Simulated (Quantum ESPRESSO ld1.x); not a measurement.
# Zn in [Ne] 3s2 3p5 3d10 4s2 4f1: an all-electron calculation

What are the levels of neutral zinc, how large are its shells, and how does its energy divide?

The numbers are computed with Quantum ESPRESSO ld1.x 7.5 (Dirac Kohn-Sham, rPW86 exchange with PBE correlation, spin-unpolarised, spherical densities, point nucleus; open shells fill j = l - 1/2 first), except any that are marked as measured or tabulated.

## (1) What is computed

```
element       : zinc (Z = 30)
charge        : 0
electrons     : 30
configuration : [Ne] 3s2 3p5 3d10 4s2 4f1
```

## (2) Self-consistent calculation

The input, ld1.in:

```fortran
 &input
    atom='Zn',
    iswitch=1,
    rel=2,
    dft='SLA-PW-RW86-PBC',
    config='[Ne] 3s2 3p5 3d10 4s2 4f1',
    rel_dist='energy',
    verbosity='high',
    lsmall=.true.,
    prefix='ld1',
    max_out_wfc=37,
    file_charge='ld1.rho',
 /
```

Q: Predict the outcome of this run.

As calculated:

| quantity | value |
| --- | --- |
| total energy | -1793.860 hartree |
| exchange-correlation share of it | 4.01 % |
| −T/E | 1.0187 |
| highest occupied level | 4f5/2, -0.450 eV |
| most extended occupied level | 4f5/2, <r> = 17.3 bohr |
| radius at density 0.001 e/bohr³ | 3.78 bohr |
| maxima of the radial density | 4 |

4 principal shells are occupied and 4 maxima appear in the radial density. Relativity lifts −T/E to 1.019. This is not the tabulated ground configuration, so its levels and sizes aren't those of the ground state, and no measured value stands beside it.
